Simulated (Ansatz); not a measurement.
# Li4Ga2B: the cost of one run

Program: Ansatz 0.2.0. Level of theory: reference: DFT PBE, plane waves, PAW, scalar-relativistic, no spin polarisation. These are calculated values, not measurements.

1 further run of the same task is left out (it didn't finish).

### 1 Starting point

Symmetry: R3m, No. 160, trigonal system. Conventional cell: a = 4.411 Å, b = 4.411 Å, c = 18.118 Å, α = 90.00°, β = 90.00°, γ = 120.00°. Ga (site symmetry 3m) has 4 Li at 2.43 to 2.65 Å and 1 Ga at 2.55 Å and 3 B at 2.71 Å as nearest neighbours. Around Ga (site symmetry 3m) lie 1 Ga at 2.55 Å and 1 B at 2.57 Å and 6 Li at 2.76 to 2.80 Å. B (site symmetry 3m) is surrounded by 4 Li at 2.31 to 2.67 Å and 4 Ga at 2.57 to 2.71 Å. Around Li (site symmetry 3m) lie 4 Li at 2.45 to 2.64 Å and 3 B at 2.67 Å. Around Li (site symmetry 3m) lie 4 Li at 2.45 to 2.63 Å and 3 Ga at 2.65 Å. Li (site symmetry 3m) is surrounded by 1 B at 2.31 Å and 3 Li at 2.63 Å. Around Li (site symmetry 3m) lie 4 Ga at 2.43 to 2.76 Å and 4 Li at 2.64 to 2.89 Å.

Coordinates:

```
Ga B Li
1.0
     4.41127    0.00000    0.00000
    -2.20563    3.82027    0.00000
    -2.20563    1.27342    6.03943
Ga B Li
2 1 4
Direct
  0.40695 0.59305 0.22085
  0.26645 0.73355 0.79935
  0.12440 0.87560 0.37320
  0.83600 0.16400 0.50800
  0.70060 0.29940 0.10180
  0.99670 0.00330 0.99010
  0.54100 0.45900 0.62300
```

### 2 The reference run

File input.yaml:

```yaml
crystal:
  lattice:
    - [4.411262, 0.0, 0.0]
    - [-2.205631, 3.820272, 0.0]
    - [-2.205631, 1.273424, 6.039433]
  atoms:
    - { symbol: Ga, position: [0.40695, 0.59305, 0.22085] }
    - { symbol: Ga, position: [0.26645, 0.73355, 0.79935] }
    - { symbol: B, position: [0.1244, 0.8756, 0.3732] }
    - { symbol: Li, position: [0.836, 0.164, 0.508] }
    - { symbol: Li, position: [0.7006, 0.2994, 0.1018] }
    - { symbol: Li, position: [0.9967, 0.0033, 0.9901] }
    - { symbol: Li, position: [0.541, 0.459, 0.623] }
  symmetry: { tolerance: 0.0003 }
kpoints:
  mp_grid: { grid: [5, 5, 5], shift: [0, 0, 0] }
magnetization:
  spin_polarized: false
scf:
  occupations: { method: gaussian, width: 0.14 }
hamiltonian:
  pseudopotentials: { kind: paw }
  xc: pbe
basis:
  ecutwfc: 420
output:
  forces: true
  stress: true
  eigenvalues: true
```

Launch:

```console
$ ansatz run input.yaml --threads 1 --pin off --max-ram 2560MiB --backend cpu --events-out ev --progress --plain --runs-dir out
```

Q: Estimate wall time and peak memory on 1 thread of Arm Neoverse V2, shared host.

About 4.9 s, with a peak of 0.33 GiB.
